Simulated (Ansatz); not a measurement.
# MnSb: the cost of one run

Computed with Ansatz 0.2.0 (DFT PBEsol, with the methods named in each step, unless a step's input says otherwise).

## Step 1: The structure to begin with

It takes space group P6_3/mmc (No. 194, hexagonal). The conventional cell has a = 4.150 Å, b = 4.150 Å, c = 5.780 Å, α = 90.00°, β = 90.00°, γ = 120.00°. Around Mn (site symmetry -3m) lie 6 Sb at 2.80 Å and 2 Mn at 2.89 Å. Sb (site symmetry -6m2) is surrounded by 6 Mn at 2.80 Å.

Structure file:

```cif
data_structure
_symmetry_space_group_name_H-M 'P6_3/mmc'
_symmetry_Int_Tables_number 194
_cell_length_a 4.1500
_cell_length_b 4.1500
_cell_length_c 5.7800
_cell_angle_alpha 90.000
_cell_angle_beta 90.000
_cell_angle_gamma 120.000
_cell_volume 86.21
loop_
_atom_site_label
_atom_site_type_symbol
_atom_site_symmetry_multiplicity
_atom_site_Wyckoff_symbol
_atom_site_fract_x
_atom_site_fract_y
_atom_site_fract_z
_atom_site_occupancy
Mn1 Mn 2 a 0.00000 0.00000 0.00000 1
Sb1 Sb 2 c 0.33333 0.66667 0.25000 1
```

The file gives the conventional cell by its symmetry; the runs use the cell typed in the input.

Atoms are numbered in the order of the input: Mn1, Mn2, Sb3, Sb4.

## Step 2: Free moments, LAPW

Input file input.yaml:

```yaml
crystal:
  lattice:
    - [4.15, 0.0, 0.0]
    - [-2.075, 3.5940054257, 0.0]
    - [0.0, 0.0, 5.78]
  atoms:
    - { symbol: Mn, position: [0.0, 0.0, 0.0], spin: 4.0 }
    - { symbol: Mn, position: [0.0, 0.0, 0.5], spin: 4.0 }
    - { symbol: Sb, position: [0.3333333333, 0.6666666667, 0.25] }
    - { symbol: Sb, position: [0.6666666667, 0.3333333333, 0.75] }
magnetization:
  spin_polarized: true
kpoints:
  mp_grid: { grid: [9, 9, 6] }
scf:
  occupations: { method: fermi_dirac, width: 0.1 }
  lower_state_search: "off"
hamiltonian:
  xc: pbesol
  pseudopotentials: { kind: all_electron, lapw: { basis_error: 0.001 } }
output:
  forces: true
  stress: true
  eigenvalues: false
  populations: true
```

Launch:

```bash
$ ansatz run input.yaml --threads 2 --pin off --max-ram 6144MiB --backend cpu --events-out ev --progress --plain --runs-dir out
```

**Question.** How long does this run take on 2 threads of Intel Xeon Platinum 8488C (Sapphire Rapids), shared host, and how much memory does it need?

About 40 s, with a peak of 0.92 GiB.
